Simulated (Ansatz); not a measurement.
# K5AgS3: the cost of one run

Program: Ansatz 0.2.0. Level of theory: DFT PBE, scalar-relativistic, plane waves, PAW. These are calculated values, not measurements.

**1. The system as given**

Symmetry: P6/mmm, No. 191, hexagonal system. Conventional cell: a = 6.743 Å, b = 6.743 Å, c = 7.316 Å, α = 90.00°, β = 90.00°, γ = 120.00°. K (site symmetry 6/mmm) is surrounded by 2 Ag at 3.66 Å. Around K (site symmetry 3m) lie 3 S at 2.54 Å. Ag (site symmetry 6/mmm) has 6 S at 3.37 Å and 2 K at 3.66 Å in its first shell of neighbours. S (site symmetry mmm) has 4 K at 2.54 Å and 2 Ag at 3.37 Å in its first shell of neighbours.

As a file:

```cif
data_structure
_symmetry_space_group_name_H-M 'P 1'
_symmetry_Int_Tables_number 1
_cell_length_a 6.7435
_cell_length_b 6.7435
_cell_length_c 7.3164
_cell_angle_alpha 90.000
_cell_angle_beta 90.000
_cell_angle_gamma 120.000
_cell_volume 288.14
loop_
_atom_site_label
_atom_site_type_symbol
_atom_site_fract_x
_atom_site_fract_y
_atom_site_fract_z
_atom_site_occupancy
K1 K 0.00000 0.00000 0.00000 1
K2 K 0.33333 0.66667 0.27649 1
K3 K 0.33333 0.66667 0.72351 1
K4 K 0.66667 0.33333 0.72351 1
K5 K 0.66667 0.33333 0.27649 1
Ag1 Ag 0.00000 0.00000 0.50000 1
S1 S 0.50000 0.00000 0.50000 1
S2 S 0.00000 0.50000 0.50000 1
S3 S 0.50000 0.50000 0.50000 1
```

A structure generator made this guess: random cell by space group and Wyckoff sites (P6/mmm, No. 191). Lengths come from tabulated atomic sizes and are only a guess.

**2. The guess as it stands, on a coarse mesh**

input.yaml

```yaml
crystal:
  lattice:
    - [6.74348163, 0.0, 0.0]
    - [-3.37174081, 5.8400264, 0.0]
    - [0.0, 0.0, 7.3164476]
  atoms:
    - { symbol: K, position: [0.0, 0.0, 0.0] }
    - { symbol: K, position: [0.33333333, 0.66666667, 0.27648937] }
    - { symbol: K, position: [0.33333333, 0.66666667, 0.72351063] }
    - { symbol: K, position: [0.66666667, 0.33333333, 0.72351063] }
    - { symbol: K, position: [0.66666667, 0.33333333, 0.27648937] }
    - { symbol: Ag, position: [0.0, 0.0, 0.5] }
    - { symbol: S, position: [0.5, 0.0, 0.5] }
    - { symbol: S, position: [0.0, 0.5, 0.5] }
    - { symbol: S, position: [0.5, 0.5, 0.5] }
basis:
  ecutwfc: 420
kpoints:
  mp_grid: { grid: [3, 3, 4] }
hamiltonian:
  xc: pbe
scf:
  occupations: { method: gaussian, width: 0.1 }
  lower_state_search: "off"
output:
  forces: true
  stress: true
  eigenvalues: true
```

Started as:

```
> ansatz run input.yaml --threads 1 --pin off --max-ram 2560MiB --backend cpu --events-out ev --progress --plain --runs-dir out
```

**Question.** How long does this run take on 1 thread of Intel Xeon at 2.70GHz, shared host, and how much memory does it need?

About 8.9 s, with a peak of 0.54 GiB.
